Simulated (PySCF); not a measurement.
# The bond of LiAs+, level by level

What are the lowest state that PBE0 finds, the bond length, vibrational wavenumber and bond energy of LiAs+, and how much do these hang on the method?

Method: Li pcseg-1, As pcseg-1, no relativity; program: PySCF 2.14.0.

### Step 1. The job

Settings of the job:

* atoms: Li, As
* charge: 1
* basis: Li pcseg-1, As pcseg-1
* Hamiltonian: no relativity
* basis functions: 36
* electrons treated: 35
* masses in u: 7.0160, 74.9216
* levels: PBE0, PBE, r²SCAN, M06-L, PW91, r²SCAN0, HSE06, HF, MP2, SCS-MP2, CCSD, CCSD(T)
* grid: 80 radial by 434 angular points
* occupations: held fixed by the projection of orbital angular momentum
* dissociation limit: Li+ + As, each in its ground configuration
* starting distance in angstrom: 2.560
* values of 2S to try: 1, 3

Run with:

```
OMP_NUM_THREADS=1 python dia.py task.json out
```

After this run come: First curve: PBE0; Higher solutions at PBE0; PBE; r²SCAN; M06-L (meta-GGA); PW91 (GGA); r²SCAN0 (hybrid meta-GGA); HSE06 (range-separated hybrid); UHF; Correlated methods on the Hartree–Fock reference.

What does the calculation give? Wanted: for each run, Re; ωe; De; μ.

**Answer**, as computed:

Lowest PBE0 solution found, without spin–orbit coupling: ⁴Σ⁻ (quartet), unpaired electrons σ ↑, π ↑↑. State 2 has its PBE0 minimum 0.68 eV higher, as a spin-mixed determinant (⟨S²⟩ = 1.76), so this is no gap between pure states. State 3 has its PBE0 minimum 0.71 eV higher, as a spin-mixed determinant (⟨S²⟩ = 1.76), so this is no gap between pure states. State 4 has its PBE0 minimum 0.99 eV higher. The other levels ran on the lowest alone.

```
      level  Re (Å)  ωe (cm⁻¹)  De (eV)   μ (D)
        UHF   2.844      210.7    0.340  -10.24
    UHF-MP2   2.836      213.8    0.353     n/a
UHF-SCS-MP2   2.838      213.6    0.349     n/a
   UHF-CCSD   2.837      214.3    0.356     n/a
UHF-CCSD(T)   2.835      215.3    0.359     n/a
        PBE   2.794      218.4    0.448   -9.67
       PW91   2.785      221.3    0.467   -9.62
     r²SCAN   2.836      206.7    0.354  -10.12
      M06-L   2.851      199.8    0.323  -10.32
       PBE0   2.787      220.5    0.412   -9.77
    r²SCAN0   2.819      211.1    0.355  -10.07
      HSE06   2.793      218.6    0.413   -9.80
```

De is counted to Li+ + As in their ground configurations. A positive dipole points from Li to As; in an ion it is taken about the centre of mass and does not tell which atom is negative.

**Reading.** The methods spread over 0.066 Å in bond length, from PW91 to M06-L. CCSD(T) can't serve as the judge here: for a weak bond in this basis it is far from its limit. Among the levels with a De in the table, it runs from 0.323 eV (M06-L) to 0.467 eV (PW91).

Correlated steps freeze 9 core orbitals.
